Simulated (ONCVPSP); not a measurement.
# H: the cost of one run

The numbers are computed with ONCVPSP 4.0.1.1 (patched build) (LDA (Perdew-Wang 92), scalar-relativistic, spin-unpolarised reference atom).

## (1) The atom and the settings

Typed settings, in words:

- element: hydrogen (H, Z = 1)
- type: optimised norm-conserving Vanderbilt (ONCV)
- frozen core: none
- valence charge: 1
- reference configuration: 1s1
- partial waves: 1s: rc 1.10 bohr, ncon 4, nbas 7, qcut 5.3 1/bohr, 1 projector; p scattering state at 0.1 Ha: rc 1.05 bohr, ncon 4, nbas 8, qcut 8.5 1/bohr, 2 projectors, debl 0.4 Ha
- local potential: polynomial inside 0.85 bohr (lpopt 4, dvloc0 3 Ha)
- core correction: not asked for

The nodes and maxima of the atom's own shells, from an earlier all-electron run, set the scale for the radii.

All-electron outer shells of the reference configuration (LDA (PZ), scalar-relativistic, ld1.x):

```
shell  level (eV)  outermost node (bohr)  outermost maximum (bohr)
   1s       -6.36                      –                      1.05
```

## (2) The generation run

H.dat

```
# ATOM AND REFERENCE CONFIGURATION
# atsym  z   nc   nv     iexc    psfile
  H 1.00    0    1  -001012      upf
#
#   n    l    f
    1    0    1.00
#
# PSEUDOPOTENTIAL AND OPTIMIZATION
# lmax
    1
#
#   l,   rc,      ep,       ncon, nbas, qcut
    0    1.10    0.00    4    7    5.30
    1    1.05    0.10    4    8    8.50
#
# LOCAL POTENTIAL
# lloc, lpopt,  rc(5),   dvloc0
    4    4    0.85    3.00
#
# VANDERBILT-KLEINMAN-BYLANDER PROJECTORs
# l, nproj, debl
    0    1    2.90
    1    2    0.40
#
# MODEL CORE CHARGE
# icmod, fcfact, rcfact
    0    0.00    0.00
#
# LOG DERIVATIVE ANALYSIS
# epsh1, epsh2, depsh
   -2.00    5.00    0.02
#
# OUTPUT GRID
# rlmax, drl
    6.00    0.01
#
# TEST CONFIGURATIONS
# ncnf
    1
# nvcnf
#   n    l    f
    1
    1    0    0.50
#
```

Launch:

```sh
oncvpsp.x < H.dat > H.out
```

**Question.** How long does this run take on 1 thread of Neoverse-N1, shared host?

About 2 s.
